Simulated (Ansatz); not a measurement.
**VH2: squeezing one contact**

The task here is to estimate one member of a computed series from the others.

Computed with Ansatz 0.2.0 (DFT LDA, with the methods named in each step, unless a step's input says otherwise).

### The system as given

The structure is cubic, space group Fm-3m (No. 225). Conventional cell: a = 4.271 Å, b = 4.271 Å, c = 4.271 Å, α = 90.00°, β = 90.00°, γ = 90.00°. V (site symmetry m-3m) is surrounded by 8 H at 1.85 Å. Around H (site symmetry -43m) lie 4 V at 1.85 Å.

Structure file:

```cif
data_structure
_symmetry_space_group_name_H-M 'P 1'
_symmetry_Int_Tables_number 1
_cell_length_a 3.0201
_cell_length_b 3.0201
_cell_length_c 3.0201
_cell_angle_alpha 60.000
_cell_angle_beta 60.000
_cell_angle_gamma 60.000
_cell_volume 19.48
loop_
_atom_site_label
_atom_site_type_symbol
_atom_site_fract_x
_atom_site_fract_y
_atom_site_fract_z
_atom_site_occupancy
V1 V 0.00000 0.00000 0.00000 1
H1 H 0.25000 0.25000 0.25000 1
H2 H 0.75000 0.75000 0.75000 1
```

Atoms are numbered in the order of the input: V1, H2, H3.

The first run:

The input, input.yaml:

```yaml
crystal:
  lattice:
    - [0.0, 2.1355, 2.1355]
    - [2.1355, 0.0, 2.1355]
    - [2.1355, 2.1355, 0.0]
  atoms:
    - { symbol: V, position: [0.0, 0.0, 0.0], spin: 1.5 }
    - { symbol: H, position: [0.25, 0.25, 0.25] }
    - { symbol: H, position: [0.75, 0.75, 0.75] }
magnetization:
  spin_polarized: true
kpoints:
  mp_grid: { grid: [11, 11, 11] }
scf:
  occupations: { method: fermi_dirac, width: 0.05 }
hamiltonian:
  xc: lda
  pseudopotentials: { kind: all_electron, lapw: { basis_error: 0.001 } }
output:
  forces: true
  stress: true
  eigenvalues: true
  populations: true
```

On the command line:

```console
> ansatz run input.yaml --threads 1 --pin off --max-ram 3072MiB --backend cpu --events-out ev --progress --plain --runs-dir out
```

Among the steps run: The bond as given, LAPW; Shortest bond scaled by 1, norm-conserving; Shortest bond scaled by 1.12, LAPW; Shortest bond scaled by 1.05, LAPW; Shortest bond scaled by 0.85, LAPW; Shortest bond scaled by 0.85, norm-conserving; Shortest bond scaled by 0.62, LAPW; Shortest bond scaled by 0.62, norm-conserving.

One of the session's tables, all rows but one given; the rest of the session is left out.

| method | length (Å) | F from the given length (eV/cell) | force along the bond (eV/Å) | largest force (eV/Å) |
| --- | --- | --- | --- | --- |
| LAPW | 1.147 | 3.866 | 17.688 | 18.103 |
| LAPW | 1.572 | 0.303 | 2.640 | 2.815 |
| LAPW | 1.849 | 0.000 | 0.000 | 0.000 |
| LAPW | 1.942 | 0.021 | -0.438 | 0.526 |
| LAPW | 2.071 | 0.111 | -0.929 | 1.205 |
| PAW | 1.147 | 3.861 | 17.630 | 18.044 |
| PAW | 1.572 | ? | ? | ? |
| PAW | 1.849 | 0.000 | 0.000 | 0.000 |
| PAW | 1.942 | 0.021 | -0.437 | 0.525 |
| PAW | 2.071 | 0.110 | -0.927 | 1.203 |
| PAW (cutoff 600 eV) | 1.147 | – | 17.604 | 18.018 |
| norm-conserving | 1.147 | 3.859 | 17.626 | 18.040 |
| norm-conserving | 1.572 | 0.302 | 2.639 | 2.813 |
| norm-conserving | 1.849 | 0.000 | 0.000 | 0.000 |

Estimate the missing values for PAW, 1.572.

**Answer.** F from the given length (eV/cell): 0.302; force along the bond (eV/Å): 2.636; largest force (eV/Å): 2.811.

To keep in mind: Warnings in the runs' records: seeded moment not kept.
